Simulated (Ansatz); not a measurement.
CH5GeSe, SMILES [CH3][GeH][SeH], a rigid scan of one bond length

Computed with Ansatz 0.2.0 through its Python package.

Notebook, run cell by cell (the value of a cell's last expression is shown):

```python
from dataclasses import dataclass

import ansatz as az
from ase import Atoms
import matplotlib.pyplot as plt
import numpy as np
```

```python
@dataclass(frozen=True)
class RunConfig:
    basis: str = 'def2-SVP'
    xc: str = 'b3lyp'
    dispersion: str = 'd3bj'
```

```python
settings = RunConfig()
```

```python
atoms = Atoms(['C', 'Ge', 'Se', 'H', 'H', 'H', 'H', 'H'], positions=[
    (-0.7154, 0.5446, -0.5547),
    (0.8838, -0.4284, -0.4173),
    (1.1223, -1.1479, 1.795),
    (-0.6451, 1.4793, 0.1051),
    (-1.6182, -0.0615, -0.2968),
    (-0.8932, 0.9486, -1.6148),
    (2.1108, 0.4778, -0.8106),
    (-0.1529, -1.8696, 1.7383),
])
geometry = az.Crystal.molecule_from_ase(atoms)

symbols = [site.symbol for site in geometry.cartesian_sites]
start = np.array([site.position_ang for site in geometry.cartesian_sites])
axis = (start[4] - start[0]) / np.linalg.norm(start[4] - start[0])
moving = [4]
lengths, energies = [0.95, 1.03, 1.12, 1.23, 1.4, 1.68, 2.01, 2.46], []
for length in lengths:
    xyz = start.copy()
    xyz[moving] += (length - np.linalg.norm(start[4] - start[0])) * axis
    point = az.Crystal.molecule()
    for symbol, place in zip(symbols, xyz):
        point = point.atom(symbol, place.tolist())
    job = (
        point.calculation()
        .basis(gaussian=settings.basis)
        .functional(settings.xc, dispersion=settings.dispersion)
        .spin('collinear', total=1)
    )
    data = job.run(threads=1).report
    energies.append(data['free_energy_ev'])
    print(f'r = {length:6.3f} A  E = {energies[-1]:.5f} eV  <S^2> = {abs(data["mean_field"]["state"]["spin_squared"]):.3f}')
```

    r =  0.950 A  E = -122972.25359 eV  <S^2> = 0.752
    r =  1.030 A  E = -122972.66605 eV  <S^2> = 0.752
    r =  1.120 A  E = -122972.75081 eV  <S^2> = 0.752
    r =  1.230 A  E = -122972.53312 eV  <S^2> = 0.752
    r =  1.400 A  E = -122971.87814 eV  <S^2> = 0.752
    r =  1.680 A  E = -122970.59638 eV  <S^2> = 0.752
    r =  2.010 A  E = -122969.22943 eV  <S^2> = 0.765
    r =  2.460 A  E = -122968.23994 eV  <S^2> = 1.370

```python
print('energy above the lowest point (eV):', [round(e - min(energies), 3) for e in energies])
plt.figure(figsize=(4.5, 3))
plt.plot(lengths, np.array(energies) - min(energies), 'o-')
plt.xlabel('bond length (A)')
plt.ylabel('E - E(min) (eV)')
plt.tight_layout()
plt.savefig('scan.png', dpi=100)
```

    energy above the lowest point (eV): [0.497, 0.085, 0.0, 0.218, 0.873, 2.154, 3.521, 4.511]

Total energies depend on the basis set; only differences at equal settings carry meaning. The rest of the molecule is held rigid at a force-field or estimated start geometry, and the basis set is modest; single-reference methods fail as a bond breaks. The species is open-shell (spin multiplicity 2). The expectation value of S² is noticeably off S(S+1) in at least one run, so that state is spin-contaminated. b3lyp holds the VWN-RPA fit, as in Gaussian; the form of ORCA and Turbomole is b3lyp5. Spin-orbit coupling of the heavy open-shell atom is left out. The whole script took 81 s on 1 thread of Arm Neoverse V2, on a shared host, peak memory 0.53 GiB.
